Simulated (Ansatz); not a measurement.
# Ti12C8O4 sheet: relaxing cell and atoms and single point

The task, for Ti12C8O4 sheet: 3 runs in a chain (relaxing cell and atoms and single point).

Method: DFT PBE, scalar-relativistic, plane waves, PAW, and further levels as typed in the inputs, in Ansatz 0.2.0.

## 1. The system as given

Symmetry: C2, No. 5, monoclinic system. The conventional cell has a = 10.566 Å, b = 6.100 Å, c = 24.620 Å, α = 90.00°, β = 90.00°, γ = 90.00°. Around Ti (site symmetry 2) lie 6 C at 2.15 Å. Around C (site symmetry 1) lie 6 Ti at 2.08 to 2.15 Å. Around Ti (site symmetry 1) lie 1 O at 2.02 Å and 3 C at 2.08 Å. O (site symmetry 1) is surrounded by 3 Ti at 2.02 Å. Ti (site symmetry 1) is surrounded by 6 C at 2.15 Å. Only part of the 13 independent sites is listed.

Coordinates:

```cif
data_structure
_symmetry_space_group_name_H-M 'C2'
_symmetry_Int_Tables_number 5
_cell_length_a 10.5655
_cell_length_b 6.1000
_cell_length_c 24.6200
_cell_angle_alpha 90.000
_cell_angle_beta 90.000
_cell_angle_gamma 90.000
_cell_volume 1586.75
loop_
_atom_site_label
_atom_site_type_symbol
_atom_site_symmetry_multiplicity
_atom_site_Wyckoff_symbol
_atom_site_fract_x
_atom_site_fract_y
_atom_site_fract_z
_atom_site_occupancy
Ti1 Ti 2 b 0.00000 0.00000 0.50000 1
C1 C 4 c 0.91667 0.25000 0.54996 1
Ti2 Ti 4 c 0.08333 0.25000 0.59464 1
O1 O 4 c 0.00000 0.00000 0.63444 1
Ti3 Ti 4 c 0.75000 0.25000 0.50000 1
C2 C 4 c 0.66667 0.50000 0.54996 1
C3 C 4 c 0.83333 0.50000 0.45004 1
Ti4 Ti 4 c 0.83333 0.50000 0.59464 1
Ti5 Ti 4 c 0.66667 0.50000 0.40536 1
O2 O 4 c 0.75000 0.25000 0.63444 1
Ti6 Ti 2 b 0.00000 0.50000 0.50000 1
C4 C 4 c 0.91667 0.75000 0.54996 1
Ti7 Ti 4 c 0.08333 0.75000 0.59464 1
```

## 2. Relaxing cell and atoms: Ti12C8O4 sheet, no spin

File input.yaml:

```yaml
crystal:
  lattice:
    - [6.1, 0.0, 0.0]
    - [-3.05, 5.2827549631, 0.0]
    - [0.0, 0.0, 24.62]
  atoms:
    - { symbol: Ti, position: [0.0, 0.0, 0.5] }
    - { symbol: C, position: [0.1666666667, 0.3333333333, 0.5499593826] }
    - { symbol: C, position: [0.3333333333, 0.1666666667, 0.4500406174] }
    - { symbol: Ti, position: [0.3333333333, 0.1666666667, 0.5946385053] }
    - { symbol: Ti, position: [0.1666666667, 0.3333333333, 0.4053614947] }
    - { symbol: O, position: [0.0, 0.0, 0.6344435418] }
    - { symbol: O, position: [0.0, 0.0, 0.3655564582] }
    - { symbol: Ti, position: [0.0, 0.5, 0.5] }
    - { symbol: C, position: [0.1666666667, 0.8333333333, 0.5499593826] }
    - { symbol: C, position: [0.3333333333, 0.6666666667, 0.4500406174] }
    - { symbol: Ti, position: [0.3333333333, 0.6666666667, 0.5946385053] }
    - { symbol: Ti, position: [0.1666666667, 0.8333333333, 0.4053614947] }
    - { symbol: O, position: [0.0, 0.5, 0.6344435418] }
    - { symbol: Ti, position: [0.5, 0.0, 0.5] }
    - { symbol: C, position: [0.6666666667, 0.3333333333, 0.5499593826] }
    - { symbol: C, position: [0.8333333333, 0.1666666667, 0.4500406174] }
    - { symbol: Ti, position: [0.8333333333, 0.1666666667, 0.5946385053] }
    - { symbol: Ti, position: [0.6666666667, 0.3333333333, 0.4053614947] }
    - { symbol: O, position: [0.5, 0.0, 0.3655564582] }
    - { symbol: Ti, position: [0.5, 0.5, 0.5] }
    - { symbol: C, position: [0.6666666667, 0.8333333333, 0.5499593826] }
    - { symbol: C, position: [0.8333333333, 0.6666666667, 0.4500406174] }
    - { symbol: Ti, position: [0.8333333333, 0.6666666667, 0.5946385053] }
    - { symbol: Ti, position: [0.6666666667, 0.8333333333, 0.4053614947] }
  periodic: [true, true, false]
scf:
  occupations: { method: gaussian, width: 0.05 }
  n_extra_bands: 6
output:
  forces: true
  stress: true
  write_density: true
  write_potential: true
  elf: true
  volumetric_format: npy
kpoints:
  mp_grid: { grid: [5, 5, 1] }
hamiltonian:
  xc: pbe
relax:
  f_tol: 0.02
  max_steps: 100
  cell: { stress_2d_tol: 0.1 }
```

Command:

```
ansatz run input.yaml --threads 8 --pin off --max-ram 24576MiB --backend cpu --events-out ev --progress --plain --runs-dir out
```

Standard output:

```text
Warning: crystal.periodic: the lattice vector that does not repeat stood 0.000° off the slab's normal, 24.620 Å along it as the deck builds it. The run solves the slab on a vector along the normal, 37.040 Å long, with every atom where it was (on the deck's vector they left 18.00 Å outside them, and the widest stretch free of ions among them is 1.23 Å). A fractional position that the run reports is one of the run's cell, which starts as this one, and not of the deck's: it goes into a deck with that cell's vectors. The slab on that cell runs as it stands in a deck that lists each atom with its symbol and moment, types crystal.periodic and leaves out crystal.checkpoint, crystal.saddle_side, crystal.structure_sha256, crystal.space_group, crystal.setting, crystal.reduce_to_primitive, crystal.supercell, crystal.defects and each atom's wyckoff. Where those keys changed the vectors of the plane, lay the indices of each lattice_plane and lattice_line anew on these rows. Along the normal they count this vector already. An outside_sphere can name other atoms there (type this run's as sites). In the order of the run's atom list the slab is: crystal.lattice: [[6.1, 0.0, 0.0], [-3.05, 5.2827549631, 0.0], [0.0, -0.0, 37.039999996464]]; position: [0.0, 0.0, 0.3323434125587248]; position: [0.1666666667, 0.3333333333, 0.3655507559639467]; position: [0.3333333333, 0.1666666667, 0.2991360691535028]; position: [0.3333333333, 0.1666666667, 0.39524838018044267]; position: [0.1666666667, 0.3333333333, 0.26943844493700686]; position: [0.0, 0.0, 0.4217062635153119]; position: [0.0, 0.0, 0.24298056160213766]; position: [0.0, 0.5, 0.3323434125587248]; position: [0.16666666669999997, 0.8333333332999999, 0.3655507559639467]; position: [0.3333333333, 0.6666666667, 0.2991360691535028]; position: [0.3333333333, 0.6666666667, 0.39524838018044267]; position: [0.16666666669999997, 0.8333333332999999, 0.26943844493700686]; position: [0.0, 0.5, 0.4217062635153119]; position: [0.5, 0.0, 0.3323434125587248]; position: [0.6666666667, 0.3333333333, 0.3655507559639467]; position: [0.8333333333, 0.1666666667, 0.2991360691535028]; position: [0.8333333333, 0.1666666667, 0.39524838018044267]; position: [0.6666666667, 0.3333333333, 0.26943844493700686]; position: [0.5, 0.0, 0.24298056160213766]; position: [0.5, 0.5, 0.3323434125587248]; position: [0.6666666667, 0.8333333332999999, 0.3655507559639467]; position: [0.8333333332999999, 0.6666666667, 0.2991360691535028]; position: [0.8333333332999999, 0.6666666667, 0.39524838018044267]; position: [0.6666666667, 0.8333333332999999, 0.26943844493700686];
Warning: RAYON_NUM_THREADS=8 ignored (pool sized by the plan → 8); use --threads N
[... 66 lines left out ...]
  E_aug_tail   = 0.011273  (compensation charges beyond the density's cutoff)
  E_ewald      = 363754.573513
  E_smearing   = -0.010547  (= −TS)
  E_closure    = 0.000000  (closes the sum)
  Σ components = -34292.816793   (vs F -34292.816793, Δ=0.00e0)
--- Forces (eV/Å), atoms counted from 1 ---
  atom   1  Ti    -0.00152750    -0.00264570     0.00000000
  atom   2  C      0.00030325     0.00774722    -0.00546731
  atom   3  C      0.00655766     0.00413623     0.00546731
  atom   4  Ti     0.01074150    -0.00041510    -0.00948766
  atom   5  Ti    -0.00573024     0.00909486     0.00948766
  atom   6  O      0.00530239     0.00127536    -0.00352063
  atom   7  O     -0.00154669     0.00522968     0.00352063
  atom   8  Ti    -0.00271790    -0.00981238    -0.01316989
  atom   9  C      0.00254833     0.00532373     0.00166816
  atom  10  C     -0.00011660    -0.01382441    -0.00633693
  atom  11  Ti     0.01056443     0.01453923    -0.01473252
  atom  12  Ti     0.00236997    -0.00702718     0.00216220
  atom  13  O      0.00593561     0.00563292     0.00004378
  atom  14  Ti    -0.00713882    -0.00725996     0.01316989
  atom  15  C     -0.01191399    -0.00701318     0.00633693
  atom  16  C      0.00333633     0.00486878    -0.00166816
  atom  17  Ti    -0.00727070    -0.00146113    -0.00216220
  atom  18  Ti     0.00730913     0.01641868     0.01473252
  atom  19  O      0.00191045     0.00795685    -0.00004378
  atom  20  Ti     0.00309280     0.00535689    -0.00000000
  atom  21  C     -0.01745906    -0.00782463     0.00776405
  atom  22  C      0.00195320    -0.01903230    -0.00776405
  atom  23  Ti    -0.00322300    -0.00565158    -0.00740680
  atom  24  Ti    -0.00328292    -0.00561699     0.00740680
  max |Σ_I F_I| component: 4.12e-6 eV/Å
--- 2D stress c σ (N/m, compression-positive) ---
       -0.047918      -0.002329       0.000000
       -0.002329      -0.050607      -0.000000
        0.000000      -0.000000      -0.000000
  P = ½ c Tr σ = -0.0493 N/m
--- Band table (eV; the first three rows and the last of 9) ---
[... 4 lines left out ...]
  the weakly bound empty levels are not read free of the cell's end (no_gap_told)
--- Relaxed structure (6 steps of the walk, 6 accepted, 1 SCFs on fresh bases) ---
  F+E_penalty+E_count = -34292.81679263 eV   max|allowed force component| = 1.903e-2 eV/Å   (the final SCF, on the basis selected at the relaxed cell)
  cell:  # Å, volume = 1194.0625 Å³
    - [6.101457840143018, -0.0005082182569963649, 1.0412590435037105e-82]
    - [-3.051169049992735, 5.283763380555087, -1.208390853607699e-82]
    - [6.322661470110275e-82, -4.822233835848222e-82, 37.039999996464]
  atoms:
    - { symbol: Ti, position: [-0.008029982801196624, -0.008029982801196624, 0.33234341255872485] }
    - { symbol: C, position: [0.16475643397096248, 0.3309457046422625, 0.3665166919777791] }
    - { symbol: C, position: [0.3309457046422623, 0.16475643397096248, 0.29817013313967056] }
    - { symbol: Ti, position: [0.3132919543129461, 0.15355428806357257, 0.3967640685475901] }
    - { symbol: Ti, position: [0.15355428806357252, 0.31329195431294626, 0.26792275656985953] }
    - { symbol: O, position: [0.01845917892600226, 0.007962700063942688, 0.4269212197159021] }
    - { symbol: O, position: [0.007962700063942691, 0.018459178926002268, 0.23776560540154754] }
    - { symbol: Ti, position: [-0.0037568431626006094, 0.5000687062145445, 0.33141510173394567] }
    - { symbol: C, position: [0.16296575038013383, 0.8294134000121507, 0.3661777798638329] }
    - { symbol: C, position: [0.33215199599659184, 0.6655709900947159, 0.2964912502448469] }
    - { symbol: Ti, position: [0.3134609332873526, 0.6566761299856083, 0.39679068213447677] }
    - { symbol: Ti, position: [0.1733712287343543, 0.8489934720012448, 0.26496280552568224] }
    - { symbol: O, position: [0.016512121531444213, 0.5060659454743311, 0.42690520652850966] }
    - { symbol: Ti, position: [0.5000687062145444, -0.003756843162600597, 0.33327172338350397] }
    - { symbol: C, position: [0.6655709900947158, 0.332151995996592, 0.36819557487260274] }
    - { symbol: C, position: [0.8294134000121509, 0.16296575038013386, 0.29850904525361677] }
    - { symbol: Ti, position: [0.8489934720012445, 0.17337122873435423, 0.3997240195917674] }
    - { symbol: Ti, position: [0.6566761299856081, 0.31346093328735275, 0.2678961429829729] }
    - { symbol: O, position: [0.5060659454743309, 0.016512121531444195, 0.23778161858893992] }
    - { symbol: Ti, position: [0.5027393193113511, 0.5027393193113512, 0.33234341255872485] }
    - { symbol: C, position: [0.6644178808549117, 0.8296213646726694, 0.3682333114101239] }
    - { symbol: C, position: [0.8296213646726694, 0.6644178808549117, 0.29645351370732576] }
    - { symbol: Ti, position: [0.848501333018179, 0.6722859944145263, 0.39941344522197575] }
    - { symbol: Ti, position: [0.6722859944145262, 0.8485013330181792, 0.2652733798954739] }
```

It took 1.8 min on 8 threads of Intel Xeon 6975P-C (Granite Rapids), shared host; peak memory 4.9 GiB.

The steps of the relaxation:

```csv
step,energy from step 1 (eV/cell),largest force component (eV/Å),pressure (GPa),volume (Å³)
1,0.0000,2.3969,n/a,1193.61
2,-1.5775,0.6356,n/a,1185.62
3,-1.6913,0.3817,n/a,1189.29
4,-1.7301,0.1282,n/a,1193.41
5,-1.7336,0.0730,n/a,1193.86
6,-1.7354,0.0191,n/a,1194.06
7,-1.7356,0.0190,n/a,1194.06
```

Step 1 is the start. Step 7 repeats the geometry before it on a plane-wave basis chosen anew for that cell, so its energy need not be comparable with the rows above.

|  | before | after | change |
| --- | --- | --- | --- |
| a (Å) | 6.100 | 6.101 | 0.0 % |
| b (Å) | 6.100 | 6.101 | 0.0 % |
| shortest distance (Å) | 2.015 | 1.917 | -4.9 % |
| space group (0.01 Å) | C2 | C2 | same |

Forces and stress were held to the start's 2 operations: a distortion of lower symmetry was not tested.

Density in a lattice plane of the grid's cell (edges 6.10 and 37.04 Å, at 0.008 of the third edge), which holds Ti and O.

Ten even steps from '0' (0.00 e/Å³) to '9' (3.56 e/Å³):
```
000000
000000
000000
000000
000000
000000
000000
000000
000000
000000
100000
111001
700800
011011
911910
000000
000000
000000
000000
000000
```
Columns run along the first of these edges and rows up along the second, over one cell in 6 and 20 even steps from the bottom left corner. Atoms in the plane (fractional): Ti at (0.99, 0.33), O at (0.02, 0.43), O at (0.01, 0.24), Ti at (0.50, 0.33), O at (0.51, 0.24).

ELF in the same plane.

Values, 12 rows by 6 columns:
```
0.00 0.00 0.00 0.00 0.00 0.00
0.00 0.00 0.00 0.00 0.00 0.00
0.00 0.00 0.00 0.00 0.00 0.00
0.00 0.00 0.00 0.00 0.00 0.00
0.00 0.00 0.00 0.00 0.00 0.00
0.00 0.00 0.00 0.00 0.00 0.00
0.67 0.34 0.10 0.61 0.13 0.14
0.03 0.12 0.13 0.04 0.16 0.14
0.72 0.20 0.18 0.73 0.21 0.17
0.00 0.00 0.00 0.00 0.00 0.00
0.00 0.00 0.00 0.00 0.00 0.00
0.00 0.00 0.00 0.00 0.00 0.00
```
Columns run along the first of these edges and rows up along the second, over one cell in 6 and 12 even steps from the bottom left corner. Atoms in the plane (fractional): Ti at (0.99, 0.33), O at (0.02, 0.43), O at (0.01, 0.24), Ti at (0.50, 0.33), O at (0.51, 0.24).

Both are smooth fields of the valence electrons: close to the nuclei they are not physical.

Outside the cores ELF peaks at 0.85 beside O, off the lines to its neighbours, 0.6 Å from O; 0.85 in the shell around O, 0.6 Å from O; 0.81 in the shell around C, 0.7 Å from C.

## 3. Single point: mesh 7×7×1

It takes the final geometry of step 2.

File input.yaml:

```yaml
crystal:
  lattice:
    - [6.1014578401, -0.0005082183, 0.0]
    - [-3.05116905, 5.2837633806, 0.0]
    - [0.0, 0.0, 37.0399999965]
  atoms:
    - { symbol: Ti, position: [-0.0080299828, -0.0080299828, 0.3323434126] }
    - { symbol: C, position: [0.164756434, 0.3309457046, 0.366516692] }
    - { symbol: C, position: [0.3309457046, 0.164756434, 0.2981701331] }
    - { symbol: Ti, position: [0.3132919543, 0.1535542881, 0.3967640685] }
    - { symbol: Ti, position: [0.1535542881, 0.3132919543, 0.2679227566] }
    - { symbol: O, position: [0.0184591789, 0.0079627001, 0.4269212197] }
    - { symbol: O, position: [0.0079627001, 0.0184591789, 0.2377656054] }
    - { symbol: Ti, position: [-0.0037568432, 0.5000687062, 0.3314151017] }
    - { symbol: C, position: [0.1629657504, 0.8294134, 0.3661777799] }
    - { symbol: C, position: [0.332151996, 0.6655709901, 0.2964912502] }
    - { symbol: Ti, position: [0.3134609333, 0.65667613, 0.3967906821] }
    - { symbol: Ti, position: [0.1733712287, 0.848993472, 0.2649628055] }
    - { symbol: O, position: [0.0165121215, 0.5060659455, 0.4269052065] }
    - { symbol: Ti, position: [0.5000687062, -0.0037568432, 0.3332717234] }
    - { symbol: C, position: [0.6655709901, 0.332151996, 0.3681955749] }
    - { symbol: C, position: [0.8294134, 0.1629657504, 0.2985090453] }
    - { symbol: Ti, position: [0.848993472, 0.1733712287, 0.3997240196] }
    - { symbol: Ti, position: [0.65667613, 0.3134609333, 0.267896143] }
    - { symbol: O, position: [0.5060659455, 0.0165121215, 0.2377816186] }
    - { symbol: Ti, position: [0.5027393193, 0.5027393193, 0.3323434126] }
    - { symbol: C, position: [0.6644178809, 0.8296213647, 0.3682333114] }
    - { symbol: C, position: [0.8296213647, 0.6644178809, 0.2964535137] }
    - { symbol: Ti, position: [0.848501333, 0.6722859944, 0.3994134452] }
    - { symbol: Ti, position: [0.6722859944, 0.848501333, 0.2652733799] }
  periodic: [true, true, false]
scf:
  occupations: { method: gaussian, width: 0.05 }
  n_extra_bands: 6
output:
  eigenvalues: true
kpoints:
  mp_grid: { grid: [7, 7, 1] }
hamiltonian:
  xc: pbe
```

Command:

```
ansatz run input.yaml --threads 8 --pin off --max-ram 24576MiB --backend cpu --events-out ev --progress --plain --runs-dir out
```

Standard output, cut to the lines that bear on the results:

```text
Warning: RAYON_NUM_THREADS=8 ignored (pool sized by the plan → 8); use --threads N
scf.n_extra_bands = 6 over 100 filled bands (N_el = 200.0): the run solves 106 bands
[...]
Pseudopotentials: kind: paw
Pseudopotential: Ti, paw, valence charge 12, recommended cutoff 420 eV (normal), Ti.paw.azcp
Pseudopotential: C, paw, valence charge 4, recommended cutoff 420 eV (normal), C.paw.azcp
Pseudopotential: O, paw, valence charge 6, recommended cutoff 420 eV (normal), O.paw.azcp
Functional definition: PBE
[...]
Crystal: 24 atoms, lattice volume = 1194.063 Å³
Basis set: ecut = 420 eV, 23337 PW (Γ)
Bands: 106, of which v1, the nominal top of the filled ones, is band 100 counted from 1 (99 counted from 0)
Symmetry: 2 space group operations
Space group: C2 (ITA 5), of the structure as read, at distance tolerance 1.1e-4 Å
k-points: 16 of 49 (time reversal used)
[...]
SCF iter   1: F=—  HF=-34292.832494 eV  |F-HF|=—  |Δ(HF+E_count)|=         —  Δρ=3.49e-3  dr2=2.00e-1  ethr=1.77e-3  ⟨swp⟩=10.5  Hψ=9631  notcnv=0
[...]
SCF iter  10: F=-34292.820197 eV  HF=-34292.820197 eV  |F-HF|=9.90e-9  |Δ(HF+E_count)|=   1.30e-7  Δρ=1.34e-6  dr2=3.23e-8  ethr=5.00e-11  ⟨swp⟩=13.1  Hψ=5111  notcnv=0
[...]
SCF converged after 10 iterations
Free energy (F): -34292.820197 eV
[...]
E sigma→0 (E₀):  -34292.814380 eV
Entropy (-TS):   -0.011633 eV (-0.485 meV/atom)
Fermi energy:    -4.556067 eV
[...]
--- Band table (eV; the first three rows and the last of 16) ---
[...]
```

It took 22 s on 8 threads of Intel Xeon 6975P-C (Granite Rapids), shared host; peak memory 5.3 GiB.

## 4. Single point: r2SCAN

It takes the final geometry of step 2.

Changes to input.yaml since step 3:

```diff
@@ -39,2 +39,2 @@
 hamiltonian:
-  xc: pbe
+  xc: r2scan
```

Command:

```
ansatz run input.yaml --threads 8 --pin off --max-ram 24576MiB --backend cpu --events-out ev --progress --plain --runs-dir out
```

Standard output, cut to the lines that bear on the results:

```text
Warning: RAYON_NUM_THREADS=8 ignored (pool sized by the plan → 8); use --threads N
scf.n_extra_bands = 6 over 100 filled bands (N_el = 200.0): the run solves 106 bands
[...]
[... 1 set-up line as earlier in the session ...]
Pseudopotential: Ti, paw, valence charge 12, recommended cutoff 500 eV (meta_gga), Ti.paw.azcp
Pseudopotential: C, paw, valence charge 4, recommended cutoff 500 eV (meta_gga), C.paw.azcp
Pseudopotential: O, paw, valence charge 6, recommended cutoff 500 eV (meta_gga), O.paw.azcp
Functional definition: r2SCAN
[...]
Crystal: 24 atoms, lattice volume = 1194.063 Å³
Basis set: ecut = 500 eV, 30255 PW (Γ), exchange–correlation on 180×180×1152 points (64 copies of the dense FFT grid, shifted against one another)
Bands: 106, of which v1, the nominal top of the filled ones, is band 100 counted from 1 (99 counted from 0)
[... 2 set-up lines as earlier in the session ...]
k-points: 16 of 49 (time reversal used)
[...]
SCF iter   1: F=—  HF=-34361.961714 eV  |F-HF|=—  |Δ(HF+E_count)|=         —  Δρ=9.06e-3  dr2=1.11e0  dr2_τ=1.55e0  ethr=1.77e-3  ⟨swp⟩=10.3  Hψ=9693  notcnv=0
[...]
SCF iter  11: F=-34362.560378 eV  HF=-34362.560378 eV  |F-HF|=9.36e-9  |Δ(HF+E_count)|=   7.30e-9  Δρ=2.06e-6  dr2=9.34e-8  dr2_τ=3.89e-9  ethr=5.00e-11  ⟨swp⟩=11.0  Hψ=6942  notcnv=0
[...]
SCF converged after 11 iterations
Free energy (F): -34362.560378 eV
[...]
E sigma→0 (E₀):  -34362.555097 eV
Entropy (-TS):   -0.010563 eV (-0.440 meV/atom)
Fermi energy:    -4.634158 eV
[...]
--- Band table (eV; the first three rows and the last of 16) ---
[...]
```

Run time: 45 s. Hardware: 8 threads of Intel Xeon 6975P-C (Granite Rapids), shared host; peak memory 8.3 GiB.

## 5. The runs side by side

| step | level | k mesh | energy (eV) | gap on the mesh (eV) | time |
| --- | --- | --- | --- | --- | --- |
| 2 | PBE | 5×5×1 | -34292.812 | 0.00 | 1.8 min |
| 3 | PBE | 7×7×1 | -34292.814 | 0.00 | 22 s |
| 4 | r2SCAN | 7×7×1 | -34362.555 | 0.00 | 45 s |

Totals of different systems or levels have different zeros; only balanced differences at one level mean anything.

The final runs have no spin polarisation, so no magnetic state was tried and one may lie lower.
